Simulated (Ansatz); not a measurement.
# C₂H₈ClFMoO₄: small, medium and large basis sets

One table from this session's results is given with a row withheld; the runs are named, their logs left out.

The runs use Ansatz 0.2.0, Gaussian basis; one geometry, several basis sets.

Levels to be run: PBE0-D4/def2-SVP; ωB97M-V/def2-SVP; PBE0-D4/def2-QZVPP; ωB97M-V/def2-QZVPP; the functionals' def2-TZVPP values are taken from earlier runs.

### Structure used throughout

The geometry comes from an earlier relaxation with PBE0-D4 in a triple-zeta def2 set; it is a stationary point, not always the lowest conformer. Mo takes the def2 core potential; no spin-orbit term is included.

SMILES `C[O][Mo]([OH])([OH])([F])([Cl])[O]C`, 17 atoms, charge 0, spin multiplicity 1.

Atoms are counted from 1 here; the program's logs count them from 0.

Bond lengths: C1–O2 1.401 Å, C1–H10 1.094 Å, C1–H11 1.095 Å, C1–H12 1.091 Å, O2–Mo3 1.825 Å, Mo3–O4 1.891 Å, Mo3–O5 1.888 Å, Mo3–F6 1.892 Å, Mo3–Cl7 2.398 Å, Mo3–O8 1.815 Å, O4–H13 0.963 Å, O5–H14 0.963 Å, O8–C9 1.396 Å, C9–H15 1.094 Å, C9–H16 1.091 Å, C9–H17 1.094 Å. Angles: O2–C1–H10 109.1°, O2–C1–H11 108.8°, O2–C1–H12 108.7°, H10–C1–H11 109.2°, H10–C1–H12 110.4°, H11–C1–H12 110.5°, C1–O2–Mo3 132.5°, O2–Mo3–O4 106.1°, O2–Mo3–O5 85.7°, O2–Mo3–F6 88.3°, O2–Mo3–Cl7 165.9°, O2–Mo3–O8 98.1°, O4–Mo3–O5 165.6°, O4–Mo3–F6 81.5°, O4–Mo3–Cl7 86.3°, O4–Mo3–O8 84.1°, O5–Mo3–F6 90.7°, O5–Mo3–Cl7 81.2° and more.

Geometry (Å):

| atom | x (Å) | y (Å) | z (Å) |
| --- | --- | --- | --- |
| C1 | -1.1962 | 0.3729 | 2.5545 |
| O2 | -1.0729 | 0.0420 | 1.1990 |
| Mo3 | 0.3728 | -0.1243 | 0.0969 |
| O4 | 0.2326 | -1.8351 | -0.6973 |
| O5 | 0.9756 | 1.4836 | 0.8820 |
| F6 | 1.2200 | -1.1330 | 1.4551 |
| Cl7 | 2.5221 | 0.0163 | -0.9564 |
| O8 | -0.4098 | 0.4470 | -1.4379 |
| C9 | -0.4242 | 0.1019 | -2.7906 |
| H10 | -0.7040 | -0.3961 | 3.1577 |
| H11 | -0.7069 | 1.3365 | 2.7293 |
| H12 | -2.2563 | 0.4318 | 2.8058 |
| H13 | 0.8138 | -2.5200 | -0.3508 |
| H14 | 1.8948 | 1.7356 | 0.7473 |
| H15 | -0.4844 | -0.9871 | -2.8777 |
| H16 | -1.2830 | 0.5766 | -3.2683 |
| H17 | 0.5061 | 0.4514 | -3.2487 |

The first run:

in.yaml

```yaml
crystal:
  periodic: [false, false, false]
  atoms:
    - {symbol: C, position_ang: [-1.196200, 0.372864, 2.554490]}
    - {symbol: O, position_ang: [-1.072877, 0.041965, 1.198971]}
    - {symbol: Mo, position_ang: [0.372798, -0.124302, 0.096947]}
    - {symbol: O, position_ang: [0.232582, -1.835147, -0.697277]}
    - {symbol: O, position_ang: [0.975575, 1.483618, 0.882028]}
    - {symbol: F, position_ang: [1.219987, -1.133038, 1.455107]}
    - {symbol: Cl, position_ang: [2.522084, 0.016300, -0.956366]}
    - {symbol: O, position_ang: [-0.409769, 0.447035, -1.437897]}
    - {symbol: C, position_ang: [-0.424191, 0.101865, -2.790592]}
    - {symbol: H, position_ang: [-0.704012, -0.396059, 3.157671]}
    - {symbol: H, position_ang: [-0.706852, 1.336519, 2.729258]}
    - {symbol: H, position_ang: [-2.256301, 0.431835, 2.805844]}
    - {symbol: H, position_ang: [0.813757, -2.520012, -0.350781]}
    - {symbol: H, position_ang: [1.894756, 1.735622, 0.747319]}
    - {symbol: H, position_ang: [-0.484450, -0.987084, -2.877733]}
    - {symbol: H, position_ang: [-1.282978, 0.576598, -3.268252]}
    - {symbol: H, position_ang: [0.506081, 0.451431, -3.248746]}
basis:
  gaussian: {orbitals: def2-SVP}
hamiltonian: {xc: pbe0, dispersion: d4}
output: {orbitals: {seedname: orbitals}}
```

The run is started by

```console
$ ansatz run in.yaml --threads 4 --pin off --events-out ev --progress --plain --max-ram 66560MiB --backend cpu
```

Steps of the session up to this table: PBE0-D4 in def2-SVP; ωB97M-V in def2-SVP; PBE0-D4 in def2-QZVPP; ωB97M-V in def2-QZVPP.

One table of the session follows, with a row left open; its other results are not shown here.

It belongs to the step «Density functionals: the series». 

```
functional       basis  HOMO (eV)  LUMO (eV)
   PBE0-D4    def2-SVP      -8.00      -3.36
   PBE0-D4  def2-TZVPP          ?          ?
   PBE0-D4  def2-QZVPP      -8.10      -3.39
   ωB97M-V    def2-SVP     -10.27      -1.37
   ωB97M-V  def2-TZVPP     -10.39      -1.40
   ωB97M-V  def2-QZVPP     -10.41      -1.41
```

Estimate the missing values for PBE0-D4, def2-TZVPP.

The run gave: HOMO (eV): -8.08; LUMO (eV): -3.38. In the column «HOMO (eV)» it lies between PBE0-D4, def2-QZVPP (-8.10) and PBE0-D4, def2-SVP (-8.00).
